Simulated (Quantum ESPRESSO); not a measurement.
# BiTe under changes of volume

One of the cells (33.855 Å³/atom); the others are scaled copies at fixed shape and fractional positions:

```
Bi Te
1.0
     0.00000    3.23500    3.23500
     3.23500    0.00000    3.23500
     3.23500    3.23500    0.00000
Bi Te
1 1
Direct
  0.00000 0.00000 0.00000
  0.50000 0.50000 0.50000
```

* Program: Quantum ESPRESSO 7.5
* Functional: PBEsol
* Potentials or basis: PseudoDojo 0.4.1 SR PBEsol standard
* Cutoff: 1088 eV
* Density cutoff: 4354 eV
* k mesh: 7 × 7 × 7
* Occupations: fermi-dirac, width 0.05 eV
* Spin: no spin polarisation

```csv
volume (Å³/atom),energy over the lowest point (meV/atom),pressure (GPa)
31.824,5.19,1.8
32.501,?,?
33.178,0.00,-0.5
33.855,4.18,-1.5
34.532,12.27,-2.4
35.209,23.85,-3.2
35.886,38.57,-3.9
```

Question: What does the run at 32.501 Å³/atom give?

Answer: Energy over the lowest point 0.17 meV/atom; pressure 0.6 GPa.

Worked out: A Birch-Murnaghan fit of order 3 (a polynomial in V^(-2/3)) to the other rows has its minimum at 32.86 Å³/atom with B0 = V·E''(V) = 53 GPa and B' = 4.3. It gives 0.17 meV/atom at 32.501 Å³/atom, against the run's 0.17, and -dE/dV = 0.6 GPa, against 0.6.

Energies are extrapolated to zero smearing.
